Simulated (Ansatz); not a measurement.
# C₃H₅FSi: how energies converge with the basis set

An exercise on one series of results from a longer session: the logs are not shown, and one member is left open.

Computed with Ansatz 0.2.0, Gaussian basis. Level: one geometry, several basis sets.

Levels to be run: PBE0-D4/def2-SVP; ωB97M-V/def2-SVP; PBE0-D4/def2-QZVPP; ωB97M-V/def2-QZVPP; the functionals' def2-TZVPP values are taken from earlier runs.

### The geometry

All runs share one geometry, relaxed beforehand with PBE0-D4 in a triple-zeta def2 set.

10 atoms, charge 0, spin multiplicity 1.

Atoms are counted from 1 here; the program's logs count them from 0.

Bond lengths: C1–C2 1.478 Å, C1–H6 1.093 Å, C1–H7 1.093 Å, C1–H8 1.093 Å, C2–C3 1.350 Å, C2–Si4 1.788 Å, C3–Si4 1.775 Å, C3–H9 1.085 Å, Si4–F5 1.598 Å, Si4–H10 1.474 Å. Angles: C2–C1–H6 110.1°, C2–C1–H7 112.0°, C2–C1–H8 110.5°, H6–C1–H7 108.7°, H6–C1–H8 106.6°, H7–C1–H8 108.9°, C1–C2–C3 135.9°, C1–C2–Si4 156.9°, C3–C2–Si4 67.2°, C2–C3–Si4 68.3°, C2–C3–H9 133.3°, Si4–C3–H9 158.4°, C2–Si4–C3 44.5°, C2–Si4–F5 122.5°, C2–Si4–H10 126.1°, C3–Si4–F5 122.5°, C3–Si4–H10 125.8°, F5–Si4–H10 105.1°.

Set-up of the first run:

in.yaml reads:

```yaml
crystal:
  periodic: [false, false, false]
  atoms:
    - {symbol: C, position_ang: [-0.973929, -0.517873, 1.137644]}
    - {symbol: C, position_ang: [-0.027104, -0.086829, 0.087488]}
    - {symbol: C, position_ang: [0.747035, -0.702517, -0.830598]}
    - {symbol: Si, position_ang: [0.880148, 1.064573, -0.936983]}
    - {symbol: F, position_ang: [0.183740, 1.910170, -2.100459]}
    - {symbol: H, position_ang: [-1.970869, -0.119392, 0.931074]}
    - {symbol: H, position_ang: [-1.040258, -1.606735, 1.208023]}
    - {symbol: H, position_ang: [-0.674143, -0.118317, 2.110028]}
    - {symbol: H, position_ang: [0.916081, -1.743735, -1.084599]}
    - {symbol: H, position_ang: [2.042499, 1.869457, -0.518719]}
basis:
  gaussian: {orbitals: def2-SVP}
hamiltonian: {xc: pbe0, dispersion: d4}
output: {orbitals: {seedname: orbitals}}
```

Steps of the session up to this table: PBE0-D4 in def2-SVP; ωB97M-V in def2-SVP; PBE0-D4 in def2-QZVPP; ωB97M-V in def2-QZVPP.

One of the session's tables, all rows but one given; the rest of the session is left out.

It belongs to the step «Functionals by basis». 

```
functional       basis  HOMO (eV)  LUMO (eV)
   PBE0-D4    def2-SVP      -7.47       0.00
   PBE0-D4  def2-TZVPP          ?          ?
   PBE0-D4  def2-QZVPP      -7.52      -0.26
   ωB97M-V    def2-SVP      -9.63       2.29
   ωB97M-V  def2-TZVPP      -9.68       1.94
   ωB97M-V  def2-QZVPP      -9.70       1.63
```

Estimate the missing values for PBE0-D4, def2-TZVPP.

The run gave: HOMO (eV): -7.51; LUMO (eV): -0.19. In the column «HOMO (eV)» it lies between PBE0-D4, def2-QZVPP (-7.52) and PBE0-D4, def2-SVP (-7.47).
